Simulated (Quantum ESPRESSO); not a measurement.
## Cu under changes of volume

One of the cells (11.810 Å³/atom); the others are scaled copies at fixed shape and fractional positions:

```
Cu
1.0
     0.00000    1.80750    1.80750
     1.80750    0.00000    1.80750
     1.80750    1.80750    0.00000
Cu
1
Direct
  0.00000 0.00000 0.00000
```

```yaml
Program: Quantum ESPRESSO 7.5
Functional: LDA
Potentials_or_basis: GBRV 1.5 LDA
Cutoff: 762 eV
Density_cutoff: 6095 eV
k_mesh: 13 × 13 × 13
Occupations: fermi-dirac, width 0.05 eV
Spin: no spin polarisation
```

| volume (Å³/atom) | energy over the lowest point (meV/atom) | pressure (GPa) |
| --- | --- | --- |
| 11.102 | 0.00 | -3.5 |
| 11.338 | 6.82 | -6.9 |
| 11.574 | 18.40 | -9.9 |
| 11.810 | ? | ? |
| 12.047 | 53.74 | -14.9 |
| 12.283 | 76.52 | -16.9 |
| 12.519 | 102.21 | -18.8 |

Task: What does the run at 11.810 Å³/atom give?

Result: Energy over the lowest point 34.23 meV/atom; pressure -12.6 GPa.

Worked out: A Birch-Murnaghan fit of order 3 (a polynomial in V^(-2/3)) to the other rows has its minimum at 10.92 Å³/atom, just outside them, with B0 = V·E''(V) = 185 GPa and B' = 4.7. It gives 34.16 meV/atom at 11.810 Å³/atom, against the run's 34.23, and -dE/dV = -12.0 GPa, against -12.6.

Energies are extrapolated to zero smearing.
